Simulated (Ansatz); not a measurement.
# CCl2GaNO: one species, many methods

Aim: compute CCl2GaNO with functionals from several rungs and with coupled cluster, and see how far each lands from CCSD(T) at the basis-set limit for the atomisation energy.

Method: functionals in def2-TZVPP, the program's frozen cores in correlated methods; program: Ansatz 0.2.0, Gaussian basis.

Levels to be run: LDA (SPW92), PBE-D4, revPBE-D4, BLYP-D4, r2SCAN-D4, B97M-V, PBE0-D4, B3LYP-D4, r2SCANh-D4, r2SCAN0-D4, HSE06-D4, BHLYP-D4, CAM-B3LYP-D4, LC-ωPBE, ωB97X-V, ωB97M-V, B2PLYP, PBE-QIDH; CCSD(T)/def2-SVP; CCSD(T)/def2-TZVPP; MP2/def2-QZVPP; extrapolation to the limit; RPA on PBE.

## Step 1: Structure used throughout

The geometry comes from an earlier relaxation with PBE0-D4 in a triple-zeta def2 set; it is a stationary point.

SMILES `O=C=[N][Ga]([Cl])[Cl]`, 6 atoms, charge 0, spin multiplicity 1.

Atoms are counted from 1 here; the program's logs count them from 0.

Bond lengths: O1–C2 1.162 Å, C2–N3 1.205 Å, N3–Ga4 1.810 Å, Ga4–Cl5 2.106 Å, Ga4–Cl6 2.113 Å. Angles: O1–C2–N3 176.1°, C2–N3–Ga4 140.3°, N3–Ga4–Cl5 118.6°, N3–Ga4–Cl6 120.8°, Cl5–Ga4–Cl6 120.7°.

## Step 2: LDA

This LDA is Slater exchange with PW92 correlation.

File in.yaml:

```yaml
crystal:
  periodic: [false, false, false]
  atoms:
    - {symbol: O, position_ang: [-0.747364, 1.507629, 2.307311]}
    - {symbol: C, position_ang: [-0.635835, 0.720854, 1.460078]}
    - {symbol: N, position_ang: [-0.579625, -0.138440, 0.617481]}
    - {symbol: Ga, position_ang: [0.326229, -0.550296, -0.894670]}
    - {symbol: Cl, position_ang: [-0.151682, -2.338582, -1.898716]}
    - {symbol: Cl, position_ang: [1.830378, 0.734835, -1.637483]}
basis:
  gaussian: {orbitals: def2-TZVPP}
hamiltonian: {xc: lda}
output: {orbitals: {seedname: orbitals}}
```

The run is started by

```bash
$ ansatz run in.yaml --threads 4 --pin off --events-out ev --progress --plain --max-ram 10444MiB
```

After this run come: PBE-D4 (GGA); revPBE-D4 (GGA); BLYP-D4 (GGA); r2SCAN-D4 (meta-GGA); B97M-V (meta-GGA); PBE0-D4 (hybrid); B3LYP-D4 (hybrid); r2SCANh-D4 (hybrid); r2SCAN0-D4 (hybrid); HSE06-D4 (hybrid); BHLYP-D4 (hybrid); CAM-B3LYP-D4 (range-separated); LC-ωPBE (range-separated); ωB97X-V (range-separated); ωB97M-V (range-separated); B2PLYP (double hybrid); PBE-QIDH (double hybrid); CCSD(T) in def2-SVP; CCSD(T) in def2-TZVPP; MP2 in def2-QZVPP; RPA on PBE orbitals.

Before running them: what should the planned runs give, taken together? Wanted: atomisation energy, CCSD(T)/CBS; farthest beyond LDA; mean size of error, GGA; mean size of error, meta-GGA; mean size of error, hybrid; mean size of error, range-separated; mean size of error, double hybrid; gap, smallest and largest; T1 diagnostic.

**Answer**, as computed:

| quantity | value |
| --- | --- |
| atomisation energy, CCSD(T)/CBS | 2431.3 kJ/mol |
| functionals within 24.3 kJ/mol (1.0 %) | BLYP-D4, B3LYP-D4, r2SCANh-D4, CAM-B3LYP-D4, LC-ωPBE, ωB97M-V, B2PLYP, PBE-QIDH |
| farthest beyond LDA | BHLYP-D4 (-148.7 kJ/mol) |
| mean size of error, GGA | 65.3 kJ/mol |
| mean size of error, meta-GGA | 40.4 kJ/mol |
| mean size of error, hybrid | 49.2 kJ/mol |
| mean size of error, range-separated | 16.1 kJ/mol |
| mean size of error, double hybrid | 16.7 kJ/mol |
| gap, smallest and largest | 4.98 eV (BLYP-D4), 12.40 eV (LC-ωPBE) |
| T1 diagnostic | 0.0142 |
| triples share of the correlation energy | 4.6 % |

The LDA atomisation energy is off by 492.5 kJ/mol (20 %): it overbinds. PBE-D4 misses by +138.2 kJ/mol. Double hybrids carry the basis error of their MP2 part in triple zeta, and no dispersion term here, so their miss is partly the set-up's. The rungs range-separated, double hybrid miss on average by less than the doubt on the reference (24.3 kJ/mol), so they tie. Misses under about 24.3 kJ/mol are within the doubt on the reference itself, which lacks core-valence correlation, relativity and higher excitations, and its outer-core shells are covered unevenly. Hartree-Fock recovers 66 % of the binding; the rest is correlation. CCSD(T) in def2-SVP is off by -149.1 kJ/mol, so the small basis spoils what the method gains. Orbital gaps span 5.0 to 12.4 eV; exact exchange widens them. Correlated methods include outer-core shells of Ga, which these sets cover unevenly.
